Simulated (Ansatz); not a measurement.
**CH₆ClGeN: up Jacob's ladder to CCSD(T)**

The task here is to estimate one member of a computed series from the others.

Computed with Ansatz 0.2.0, Gaussian basis. Level: functionals in def2-TZVPP, the program's frozen cores in correlated methods.

Levels to be run: LDA (SPW92), PBE-D4, revPBE-D4, BLYP-D4, r2SCAN-D4, B97M-V, PBE0-D4, B3LYP-D4, r2SCANh-D4, r2SCAN0-D4, HSE06-D4, BHLYP-D4, CAM-B3LYP-D4, LC-ωPBE, ωB97X-V, ωB97M-V, B2PLYP, PBE-QIDH; CCSD(T)/def2-SVP; CCSD(T)/def2-TZVPP; MP2/def2-QZVPP; extrapolation to the limit; RPA on PBE.

## Structure used throughout

An earlier PBE0-D4 in a triple-zeta def2 set relaxation fixed the geometry.

SMILES `C[NH][GeH2][Cl]`, 10 atoms, charge 0, spin multiplicity 1.

Atoms are counted from 1 here; the program's logs count them from 0.

Bond lengths: C1–N2 1.452 Å, C1–H5 1.097 Å, C1–H6 1.093 Å, C1–H7 1.093 Å, N2–Ge3 1.813 Å, N2–H8 1.010 Å, Ge3–Cl4 2.179 Å, Ge3–H9 1.531 Å, Ge3–H10 1.530 Å. Angles: N2–C1–H5 114.0°, N2–C1–H6 110.1°, N2–C1–H7 109.5°, H5–C1–H6 108.3°, H5–C1–H7 107.6°, H6–C1–H7 107.1°, C1–N2–Ge3 119.8°, C1–N2–H8 112.3°, Ge3–N2–H8 113.7°, N2–Ge3–Cl4 112.1°, N2–Ge3–H9 108.6°, N2–Ge3–H10 109.0°, Cl4–Ge3–H9 105.3°, Cl4–Ge3–H10 106.4°, H9–Ge3–H10 115.5°.

Set-up of the first run:

Input file in.yaml:

```yaml
crystal:
  periodic: [false, false, false]
  atoms:
    - {symbol: C, position_ang: [0.084227, 1.012581, -0.987781]}
    - {symbol: N, position_ang: [-0.629369, 0.428835, 0.133963]}
    - {symbol: Ge, position_ang: [0.141295, -0.897817, 1.100689]}
    - {symbol: Cl, position_ang: [0.548320, -2.662856, -0.111205]}
    - {symbol: H, position_ang: [0.139675, 0.360744, -1.868438]}
    - {symbol: H, position_ang: [-0.388938, 1.952107, -1.285324]}
    - {symbol: H, position_ang: [1.107779, 1.249214, -0.686305]}
    - {symbol: H, position_ang: [-1.603454, 0.263722, -0.076265]}
    - {symbol: H, position_ang: [1.511656, -0.416800, 1.584876]}
    - {symbol: H, position_ang: [-0.828094, -1.340833, 2.198789]}
basis:
  gaussian: {orbitals: def2-TZVPP}
hamiltonian: {xc: lda}
output: {orbitals: {seedname: orbitals}}
```

On the command line:

```
$ ansatz run in.yaml --threads 4 --pin off --events-out ev --progress --plain --max-ram 10444MiB
```

Among the steps run: LDA; PBE-D4 (GGA); revPBE-D4 (GGA); BLYP-D4 (GGA); r2SCAN-D4 (meta-GGA); B97M-V (meta-GGA); PBE0-D4 (hybrid); B3LYP-D4 (hybrid); r2SCANh-D4 (hybrid); r2SCAN0-D4 (hybrid); HSE06-D4 (hybrid); BHLYP-D4 (hybrid); CAM-B3LYP-D4 (range-separated); LC-ωPBE (range-separated); ωB97X-V (range-separated); ωB97M-V (range-separated); B2PLYP (double hybrid); PBE-QIDH (double hybrid).

One table of the session follows, with a row left open; its other results are not shown here.

It belongs to the step «Orbital energies across the functionals». 

| functional | HOMO (eV) | gap (eV) |
| --- | --- | --- |
| LDA (SPW92) | -5.96 | 5.07 |
| PBE-D4 | -5.83 | 5.20 |
| revPBE-D4 | -5.78 | 5.25 |
| BLYP-D4 | -5.72 | 5.13 |
| r2SCAN-D4 | -6.11 | 5.80 |
| B97M-V | -6.24 | 5.87 |
| PBE0-D4 | -7.20 | 7.52 |
| B3LYP-D4 | -6.97 | 6.98 |
| r2SCANh-D4 | -6.63 | 6.65 |
| r2SCAN0-D4 | -7.40 | 7.91 |
| HSE06-D4 | -6.80 | 6.74 |
| BHLYP-D4 | -8.50 | 9.77 |
| CAM-B3LYP-D4 | ? | ? |
| LC-ωPBE | -9.96 | 12.54 |
| ωB97X-V | -9.61 | 12.06 |
| ωB97M-V | -9.52 | 11.69 |

Q: Estimate the row for CAM-B3LYP-D4 from the others.

**Answer.** HOMO (eV): -8.59; gap (eV): 9.91. In the column «HOMO (eV)» it lies between ωB97M-V (-9.52) and BHLYP-D4 (-8.50).
